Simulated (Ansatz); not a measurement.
I need a single point from an input written key by key of CH₆BFO₂Si, SMILES CBO[SiH](O)F. Use the Ansatz DFT code, driven from Python. Use: Hartree-Fock, cc-pVDZ basis, multiplicity 1.

```xyz
12

C    -1.0088    0.9421   -1.1274
B     0.1282    1.1730   -0.1031
O     1.2453    0.2666   -0.1267
Si    1.0074   -0.9399    1.0546
O    -0.3328   -1.9706    0.4780
F     2.3158   -1.8666    1.3086
H    -1.9819    0.8494   -0.5823
H    -0.8288    0.1139   -1.7807
H    -1.1288    1.9047   -1.7403
H     0.1262    2.1043    0.6548
H     0.5314   -0.3375    2.3600
H     0.0037   -2.2946   -0.3614
```

`ch6bfo2si.py`:
```python
'''Run CH6BFO2Si from an input written out key by key.'''

import ansatz as az
import numpy as np

DECK = '''
crystal:
  periodic: [false, false, false]
  atoms:
    - { symbol: C, position_ang: [-1.0088, 0.9421, -1.1274] }
    - { symbol: B, position_ang: [0.1282, 1.173, -0.1031] }
    - { symbol: O, position_ang: [1.2453, 0.2666, -0.1267] }
    - { symbol: Si, position_ang: [1.0074, -0.9399, 1.0546] }
    - { symbol: O, position_ang: [-0.3328, -1.9706, 0.478] }
    - { symbol: F, position_ang: [2.3158, -1.8666, 1.3086] }
    - { symbol: H, position_ang: [-1.9819, 0.8494, -0.5823] }
    - { symbol: H, position_ang: [-0.8288, 0.1139, -1.7807] }
    - { symbol: H, position_ang: [-1.1288, 1.9047, -1.7403] }
    - { symbol: H, position_ang: [0.1262, 2.1043, 0.6548] }
    - { symbol: H, position_ang: [0.5314, -0.3375, 2.36] }
    - { symbol: H, position_ang: [0.0037, -2.2946, -0.3614] }
basis:
  gaussian: { orbitals: cc-pVDZ }
hamiltonian:
  xc: hf
output:
  forces: true
'''


def main() -> None:
    session = az.Session.from_yaml(DECK)
    rep = session.plan(threads=1).execute().report

    print(f'E = {rep["free_energy_ev"]:.6f} eV = {rep["free_energy_ev"] / 27.211386246:.7f} Ha')
    print('converged:', rep['converged'], ' doubts:', rep['published_state_doubts'] or 'none')
    symbols = ['C', 'B', 'O', 'Si', 'O', 'F', 'H', 'H', 'H', 'H', 'H', 'H']
    state = rep['mean_field']['state']
    print(f'mean field: {state["energy"]["hartree"]:.7f} Ha, <S^2> = {abs(state["spin_squared"]):.4f}, stability: {state.get("stability", {}).get("kind")}')

    print('forces (eV/A)')
    for symbol, f in zip(symbols, rep['forces_ev_ang']):
        print(f'  {symbol:2s} {f[0]:9.4f} {f[1]:9.4f} {f[2]:9.4f}')
    charges = rep['charge_distribution']
    print('dipole moment', round(4.803205 * float(np.linalg.norm(charges['dipole_moment_e_ang'])), 3), 'D')
    print('Mulliken:', [(s, round(q, 3)) for s, q in zip(symbols, charges['mulliken_charges_e'])])


if __name__ == '__main__':
    main()
```

Output of `python ch6bfo2si.py`:
```text
E = -16444.514142 eV = -604.3247482 Ha
converged: True  doubts: none
mean field: -604.3247482 Ha, <S^2> = 0.0000, stability: minimum
forces (eV/A)
  C    -1.2721    2.1816   -0.0979
  B     1.5791   -0.4792   -0.8540
  O    -1.4744   -0.4323    2.0756
  Si   -2.4511   -0.6447   -0.6289
  O     3.2948    1.6811    0.4063
  F    -0.2539    0.4577   -0.3732
  H     0.6379   -0.1542   -0.4832
  H    -0.1140   -0.5652   -0.4372
  H     0.1736   -1.3163    0.6920
  H     0.1036   -0.1393    0.1727
  H     0.4720   -0.4369   -0.7992
  H    -0.6954   -0.1523    0.3270
dipole moment 1.512 D
Mulliken: [('C', -0.178), ('B', 0.328), ('O', -0.554), ('Si', 1.219), ('O', -0.517), ('F', -0.42), ('H', 0.06), ('H', 0.037), ('H', 0.05), ('H', -0.084), ('H', -0.123), ('H', 0.182)]
```

What to keep in mind:
- Total energies depend on the basis set; only differences at equal settings carry meaning.
- The geometry is a force-field or estimated start, not a minimum of this method, and the basis set is short of its limit.
- Run time: 2.7 s on 1 thread of AMD EPYC 7B13 (Zen 3) (shared host), peak memory 0.28 GiB.
